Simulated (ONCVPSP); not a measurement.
# Pt: the cost of one run

Program: ONCVPSP 4.0.1.1 (patched build). Reference atom: LDA (Perdew-Wang 92), scalar-relativistic, spherical and spin-unpolarised. All values are calculated.

### 1 The atom and the settings

Typed settings, in words:

* element: platinum (Pt, Z = 78)
* type: optimised norm-conserving Vanderbilt (ONCV)
* frozen core: [Kr] 4d10 4f14
* valence charge: 18
* reference configuration: 5s2 5p6 5d9 6s0.5 (charge +0.5)
* partial waves: 5s+6s: rc 1.60 bohr, ncon 4, nbas 8, qcut 9.7 1/bohr, 2 projectors; 5p: rc 1.25 bohr, ncon 4, nbas 9, qcut 7.7 1/bohr, 1 projector; 5d: rc 1.80 bohr, ncon 3, nbas 8, qcut 10.6 1/bohr, 3 projectors, debl 1.9 Ha
* local potential: polynomial inside 1.10 bohr (lpopt 5, dvloc0 0 Ha)
* core correction: polynomial model core, fcfact 0.7

The nodes and maxima of the atom's own shells, from an earlier all-electron run, set the scale for the radii.

All-electron outer shells of the reference configuration (LDA (PZ), scalar-relativistic, ld1.x):

| shell | level (eV) | outermost node (bohr) | outermost maximum (bohr) |
| --- | --- | --- | --- |
| 5s | -106.20 | 0.49 | 0.87 |
| 4f | -74.49 | – | 0.38 |
| 5p | -60.31 | 0.53 | 0.98 |
| 5d | -10.35 | 0.57 | 1.26 |
| 6s | -9.51 | 1.14 | 2.32 |
| 6p | -3.76 | 1.35 | 3.22 |

### 2 The generation run

Pt.dat reads:

```
# ATOM AND REFERENCE CONFIGURATION
# atsym  z   nc   nv     iexc    psfile
  Pt 78.00   10    4  -001012      upf
#
#   n    l    f
    1    0    2.00
    2    0    2.00
    2    1    6.00
    3    0    2.00
    3    1    6.00
    3    2   10.00
    4    0    2.00
    4    1    6.00
    4    2   10.00
    4    3   14.00
    5    0    2.00
    5    1    6.00
    5    2    9.00
    6    0    0.50
#
# PSEUDOPOTENTIAL AND OPTIMIZATION
# lmax
    2
#
#   l,   rc,      ep,       ncon, nbas, qcut
    0    1.60    0.00    4    8    9.70
    1    1.25    0.00    4    9    7.70
    2    1.80    0.00    3    8   10.60
#
# LOCAL POTENTIAL
# lloc, lpopt,  rc(5),   dvloc0
    4    5    1.10    0.00
#
# VANDERBILT-KLEINMAN-BYLANDER PROJECTORs
# l, nproj, debl
    0    2    2.90
    1    1    2.40
    2    3    1.90
#
# MODEL CORE CHARGE
# icmod, fcfact, rcfact
    1    0.70    0.00
#
# LOG DERIVATIVE ANALYSIS
# epsh1, epsh2, depsh
   -5.00    5.00    0.04
#
# OUTPUT GRID
# rlmax, drl
    6.00    0.01
#
# TEST CONFIGURATIONS
# ncnf
    4
# nvcnf
#   n    l    f
    4
    5    0    2.00
    5    1    6.00
    5    2    9.00
    6    0    1.00
#
    4
    5    0    2.00
    5    1    6.00
    5    2    9.00
    6    0    0.00
#
    4
    5    0    2.00
    5    1    6.00
    5    2    8.00
    6    0    0.00
#
    5
    5    0    2.00
    5    1    6.00
    5    2    9.00
    6    0    0.00
    6    1    1.00
#
```

The run is started by

```sh
oncvpsp.x < Pt.dat > Pt.out
```

**Question.** How long does this run take on 1 thread of Neoverse-N1, shared host?

About 6.2 s.
